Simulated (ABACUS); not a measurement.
Here is an ABACUS 3.10.1 calculation.

File INPUT:

```
INPUT_PARAMETERS
suffix              Ti
calculation         scf
basis_type          lcao
pseudo_dir          ./
orbital_dir         ./
symmetry            1
dft_functional      pz
ecutwfc             100
pseudo_rcut         7
nspin               1
nbands              36
ks_solver           genelpa
smearing_method     fd
smearing_sigma      0.00367493
scf_thr             1e-06
scf_nmax            100
mixing_type         broyden
mixing_beta         0.3
cal_force           1
out_mul             1
mixing_ndim         12
```

File STRU:

```
ATOMIC_SPECIES
Ti 47.8670 Ti_ONCV_PBE-1.2.upf

NUMERICAL_ORBITAL
Ti_confined-atom_7au_3s2p2d1f.orb

LATTICE_CONSTANT
1.8897261246

LATTICE_VECTORS
2.9499978604 0.0000000000 0.0000000000
-1.4749989302 2.5547730882 0.0000000000
0.0000000000 0.0000000000 24.3720000000

ATOMIC_POSITIONS
Direct

Ti
0.0
5
0.3333333333 0.6666666666 0.3077301822 1 1 1
0.6666666667 0.3333333334 0.4038650911 1 1 1
0.3333333333 0.6666666666 0.5000000000 1 1 1
0.6666666667 0.3333333334 0.5961349089 1 1 1
0.3333333333 0.6666666666 0.6922698178 1 1 1
```

File KPT:

```
K_POINTS
0
Gamma
10 10 1 0 0 0
```

Potentials or basis: SG15 ONCV 1.2 PBE, DZP LCAO (the cutoffs set its grid).

Command:

```bash
$ OMP_NUM_THREADS=1 mpirun -np 4 abacus > log
```

(1) Estimate the band gap on the k mesh.

(2) Estimate the largest force.

## Answers

(1) none (metal or under the smearing width).

(2) 1.011 eV/Å.

Caveat: the atomic orbitals were generated for these runs and aren't a published set; the potentials were made for another functional, which shifts forces and pressure; the basis of atomic orbitals isn't converged, which shifts pressures, moduli and gaps.
